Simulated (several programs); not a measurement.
CuGaSe₂ (ordering on zincblende) from semi-empirical methods to plane-wave DFT

CuGaSe₂, ordered on the zincblende lattice (I-42d) with 8 atoms a cell, relaxed with r2SCAN in Ansatz, was computed with several methods. The symmetry is I-42d (No. 122, tetragonal); a = 5.608 Å, c = 11.099 Å in the conventional setting, 21.82 Å³ an atom. Around Cu lie 4 Se at 2.41 Å; around Se lie 2 Cu at 2.41 Å and 2 Ga at 2.43 Å; around Ga lie 4 Se at 2.43 Å. The calculation is spin-unpolarised, and the structure need not be a phase that has been made.

```cif
data_structure
_symmetry_space_group_name_H-M 'P 1'
_symmetry_Int_Tables_number 1
_cell_length_a 6.8206
_cell_length_b 6.8206
_cell_length_c 6.8206
_cell_angle_alpha 131.449
_cell_angle_beta 131.449
_cell_angle_gamma 71.101
_cell_volume 174.54
loop_
_atom_site_label
_atom_site_type_symbol
_atom_site_fract_x
_atom_site_fract_y
_atom_site_fract_z
_atom_site_occupancy
Cu1 Cu 0.00000 0.00000 0.00000 1
Se1 Se 0.37500 0.37136 0.49636 1
Cu2 Cu 0.75000 0.25000 0.50000 1
Se2 Se 0.12136 0.62500 0.99636 1
Ga1 Ga 0.50000 0.50000 0.00000 1
Se3 Se 0.87500 0.87864 0.50364 1
Ga2 Ga 0.25000 0.75000 0.50000 1
Se4 Se 0.62864 0.12500 0.00364 1
```

Gaps and times are for a single point on this cell; volume and bulk modulus come from each method's own relaxation or energy curve at fixed shape, which is too stiff where a cell has free coordinates or axes. Times are rough, from shared hosts (Arm Neoverse V1; Intel Xeon 6975P-C; NVIDIA H100 80GB HBM3), and each method has its own mesh and cell size. A dagger marks a closed or tiny gap in a crystal that DFT finds insulating: a failure of the method or a wrong SCF state. A double dagger marks a value from a curve with shape and coordinates held. PM6 (MOPAC), PM7 (MOPAC), GFN1-xTB (tblite), GFN2-xTB (tblite) treat a cluster of cells at its zone centre, which samples few k points: where these miss a band edge, the gap comes out too large for that reason alone. Gaps from k meshes are read at a limited set of points (mesh, symmetry points, PBE's band edges), so each method's own least gap may be somewhat smaller. xTB and the PM methods were fitted mostly to molecules, and can miss a solid's gap by electronvolts. Minimal bases can be far off for gaps. Times of the plane-wave ladder aren't listed, since it ran on unlike processors and cards. GLLB-SC's gap includes the derivative discontinuity. d marks a direct gap, i an indirect one (no mark: not told apart), a dash a value that wasn't computed or didn't pass its checks.

```
                              method              kind  gap (eV)  own volume (Å³/atom)  bulk modulus (GPa)  atoms computed  processor time
                              PBEsol         semilocal         –                 21.47                   –               8               –
                         PM7 (MOPAC)    semi-empirical      2.64                     –                   –         cluster           4.1 s
                   GFN1-xTB (tblite)     tight binding     0.10†                22.61‡                 67‡         cluster           5.8 s
                   GFN2-xTB (tblite)     tight binding      2.42                     –                   –         cluster           6.3 s
light PBE (260 eV and a coarse mesh)  light plane-wave    0.25 d                     –                   –               8             9 s
                                 LDA         semilocal    0.02 d                 20.79                   –               8               –
                      PBE/SZV (CP2K)       small basis    0.11 d                     –                   –               8            33 s
                         PM6 (MOPAC)    semi-empirical      2.71                     –                   –         cluster            52 s
                                 PBE         semilocal    0.18 d                 22.65                 60‡               8               –
                      GLLB-SC (GPAW)   model potential      1.04                     –                   –               8            81 s
                     PBE/DZVP (CP2K)       small basis    0.17 d                23.02‡                 56‡               8            98 s
                                PBE0            hybrid    1.97 d                     –                   –               8               –
                              r2SCAN         semilocal    0.56 d                 21.82                 71‡               8               –
                               HSE06            hybrid    1.35 d                     –                   –               8               –
                             PBE+SOC         semilocal    0.14 d                     –                   –               8               –
                             r2SCANh            hybrid    1.22 d                     –                   –               8               –
```

Against HSE06 (1.35 eV) and with closed or daggered gaps left aside, the nearest gap at the points sampled is that of r2SCANh (-0.13 eV) and the farthest that of PM6 (MOPAC) (+1.36 eV). HSE06 is only a yardstick of convenience, and nearness to it can be luck.

Volumes against r2SCAN's: PBEsol -1.6 %, LDA -4.7 %, PBE +3.8 %.

Only the rows marked +SOC include spin-orbit coupling.
